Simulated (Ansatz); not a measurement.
# C₂H₅Al₂N: a ladder of functionals and wavefunction methods

Aim: compute C₂H₅Al₂N with functionals from several rungs and with coupled cluster. The yardstick is the atomisation energy at the CCSD(T) limit.

Method: functionals in def2-TZVPP, the program's frozen cores in correlated methods; program: Ansatz 0.2.0, Gaussian basis.

The runs, in order: LDA (SPW92), PBE-D4, revPBE-D4, BLYP-D4, r2SCAN-D4, B97M-V, PBE0-D4, B3LYP-D4, r2SCANh-D4, r2SCAN0-D4, HSE06-D4, BHLYP-D4, CAM-B3LYP-D4, LC-ωPBE, ωB97X-V, ωB97M-V, B2PLYP, PBE-QIDH; CCSD(T)/def2-SVP; CCSD(T)/def2-TZVPP; MP2/def2-QZVPP; extrapolation to the limit; RPA on PBE.

## 1. The relaxed structure

All runs share one geometry, relaxed beforehand with PBE0-D4 in a triple-zeta def2 set.

SMILES `N[C]1=[C]([AlH2])[AlH]1`, 10 atoms, charge 0, spin multiplicity 1.

Atoms are counted from 1 here; the program's logs count them from 0.

Bond lengths: N1–C2 1.335 Å, N1–H6 1.010 Å, N1–H7 1.003 Å, C2–C3 1.402 Å, C2–Al5 1.870 Å, C3–Al4 1.910 Å, C3–Al5 1.855 Å, Al4–H8 1.589 Å, Al4–H9 1.600 Å, Al5–H10 1.572 Å. Angles: C2–N1–H6 121.2°, C2–N1–H7 121.0°, H6–N1–H7 117.8°, N1–C2–C3 129.3°, N1–C2–Al5 163.4°, C3–C2–Al5 67.3°, C2–C3–Al4 135.0°, C2–C3–Al5 68.5°, Al4–C3–Al5 156.6°, C3–Al4–H8 120.3°, C3–Al4–H9 121.8°, H8–Al4–H9 117.9°, C2–Al5–C3 44.2°, C2–Al5–H10 153.6°, C3–Al5–H10 162.2°.

As a file:

```tsv
atom	x (Å)	y (Å)	z (Å)
N1	-0.8024	1.6480	-0.1964
C2	0.0471	0.7275	-0.6594
C3	0.3818	-0.5230	-0.1208
Al4	-0.1333	-1.5043	1.4343
Al5	1.2984	-0.1939	-1.7001
H6	-1.3155	1.5013	0.6607
H7	-0.9474	2.5105	-0.6869
H8	0.4726	-2.9473	1.7102
H9	-1.1743	-0.9142	2.4970
H10	2.2561	-0.3557	-2.9356
```

## 2. LDA

This LDA is Slater exchange with PW92 correlation.

in.yaml

```yaml
crystal:
  periodic: [false, false, false]
  atoms:
    - {symbol: N, position_ang: [-0.802426, 1.648002, -0.196432]}
    - {symbol: C, position_ang: [0.047081, 0.727519, -0.659371]}
    - {symbol: C, position_ang: [0.381808, -0.522963, -0.120803]}
    - {symbol: Al, position_ang: [-0.133342, -1.504266, 1.434287]}
    - {symbol: Al, position_ang: [1.298444, -0.193875, -1.700103]}
    - {symbol: H, position_ang: [-1.315503, 1.501317, 0.660728]}
    - {symbol: H, position_ang: [-0.947392, 2.510454, -0.686871]}
    - {symbol: H, position_ang: [0.472562, -2.947343, 1.710229]}
    - {symbol: H, position_ang: [-1.174340, -0.914210, 2.496967]}
    - {symbol: H, position_ang: [2.256107, -0.355733, -2.935630]}
basis:
  gaussian: {orbitals: def2-TZVPP}
hamiltonian: {xc: lda}
output: {orbitals: {seedname: orbitals}}
```

On the command line:

```bash
$ ansatz run in.yaml --threads 2 --pin off --events-out ev --progress --plain --max-ram 4352MiB
```

After this run come: PBE-D4 (GGA); revPBE-D4 (GGA); BLYP-D4 (GGA); r2SCAN-D4 (meta-GGA); B97M-V (meta-GGA); B3LYP-D4 (hybrid); r2SCANh-D4 (hybrid); r2SCAN0-D4 (hybrid); HSE06-D4 (hybrid); BHLYP-D4 (hybrid); CAM-B3LYP-D4 (range-separated); LC-ωPBE (range-separated); ωB97X-V (range-separated); ωB97M-V (range-separated); B2PLYP (double hybrid); PBE-QIDH (double hybrid); CCSD(T) in def2-SVP; CCSD(T) in def2-TZVPP; MP2 in def2-QZVPP; RPA on PBE orbitals.

Before running them: what should the planned runs give, taken together? Wanted: atomisation energy, CCSD(T)/CBS; farthest beyond LDA; mean size of error, GGA; mean size of error, meta-GGA; mean size of error, hybrid; mean size of error, range-separated; mean size of error, double hybrid; gap, smallest and largest; T1 diagnostic.

The runs gave:

| quantity | value |
| --- | --- |
| atomisation energy, CCSD(T)/CBS | 798.8 kcal/mol |
| functionals within 4.0 kcal/mol (0.5 %) | revPBE-D4, BLYP-D4, B3LYP-D4, r2SCANh-D4, LC-ωPBE, PBE-QIDH |
| farthest beyond LDA | BHLYP-D4 (-24.3 kcal/mol) |
| mean size of error, GGA | 8.1 kcal/mol |
| mean size of error, meta-GGA | 11.4 kcal/mol |
| mean size of error, hybrid | 7.5 kcal/mol |
| mean size of error, range-separated | 4.1 kcal/mol |
| mean size of error, double hybrid | 5.8 kcal/mol |
| gap, smallest and largest | 2.61 eV (LDA (SPW92)), 9.09 eV (LC-ωPBE) |
| T1 diagnostic | 0.0143 |
| triples share of the correlation energy | 4.6 % |

What this shows: LDA overbinds by 123.7 kcal/mol (15 %). PBE-D4 misses by +21.6 kcal/mol. Double hybrids carry the basis error of their MP2 part in triple zeta, and no dispersion term here, so their miss is partly the set-up's. By mean error the best rung here is range-separated (4.1 kcal/mol) and the worst beyond LDA is meta-GGA (11.4 kcal/mol). The gap between the best rungs is small, so their order is not settled. The reference freezes the cores and leaves out relativity and excitations past (T), so misses under about 4.0 kcal/mol can't be ranked. Hartree-Fock recovers 70 % of the binding; the rest is correlation. CCSD(T) in def2-SVP is off by -46.3 kcal/mol, worse than the median functional, from the basis alone. Orbital gaps span 2.6 to 9.1 eV; exact exchange widens them.
